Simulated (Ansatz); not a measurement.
# ClFHNbOS: how energies converge with the basis set

How large a basis does ClFHNbOS need? Two functionals are run in growing sets.

Computed with Ansatz 0.2.0, Gaussian basis. Level: one geometry, several basis sets.

The runs, in order: PBE0-D4/def2-SVP; ωB97M-V/def2-SVP; PBE0-D4/def2-QZVPP; ωB97M-V/def2-QZVPP; the functionals' def2-TZVPP values are taken from earlier runs.

### 1 Structure used throughout

All runs share one geometry, relaxed beforehand with PBE0-D4 in a triple-zeta def2 set. Nb takes the def2 core potential; no spin-orbit term is included.

SMILES `[OH][Nb]([F])(=[S])[Cl]`, 6 atoms, charge 0, spin multiplicity 1.

Atoms are counted from 1 here; the program's logs count them from 0.

Bond lengths: O1–Nb2 1.863 Å, O1–H6 0.960 Å, Nb2–F3 1.854 Å, Nb2–S4 2.130 Å, Nb2–Cl5 2.281 Å. Angles: Nb2–O1–H6 131.6°, O1–Nb2–F3 109.9°, O1–Nb2–S4 108.2°, O1–Nb2–Cl5 109.6°, F3–Nb2–S4 109.0°, F3–Nb2–Cl5 111.3°, S4–Nb2–Cl5 108.7°.

Geometry (Å):

```
O    -0.7878    0.6409    1.0685
Nb    0.3693   -0.0997   -0.1899
F     1.9266   -0.6665    0.6416
S    -0.5952   -1.7798   -1.0750
Cl    0.8110    1.4337   -1.8191
H    -1.6819    0.4071    1.3278
```

### 2 PBE0-D4 in def2-SVP

in.yaml reads:

```yaml
crystal:
  periodic: [false, false, false]
  atoms:
    - {symbol: O, position_ang: [-0.787770, 0.640944, 1.068526]}
    - {symbol: Nb, position_ang: [0.369275, -0.099700, -0.189854]}
    - {symbol: F, position_ang: [1.926621, -0.666451, 0.641574]}
    - {symbol: S, position_ang: [-0.595167, -1.779781, -1.075028]}
    - {symbol: Cl, position_ang: [0.811024, 1.433720, -1.819104]}
    - {symbol: H, position_ang: [-1.681884, 0.407068, 1.327786]}
basis:
  gaussian: {orbitals: def2-SVP}
hamiltonian: {xc: pbe0, dispersion: d4}
output: {orbitals: {seedname: orbitals}}
```

Further steps of the session: ωB97M-V in def2-SVP; PBE0-D4 in def2-QZVPP; ωB97M-V in def2-QZVPP.

**Question.** What will the summary of the whole plan be? Wanted: PBE0-D4: double and triple zeta above quadruple; ωB97M-V: double and triple zeta above quadruple.

The runs gave:

| quantity | value |
| --- | --- |
| PBE0-D4: double and triple zeta above quadruple | 15.41, 1.04 eV |
| ωB97M-V: double and triple zeta above quadruple | 15.39, 0.99 eV |

In words: For PBE0-D4 the step from double to triple zeta gains 14.37 eV and the next only 1.04 eV. These are total energies; as a rule much of such shifts cancels in differences, which this series doesn't test.
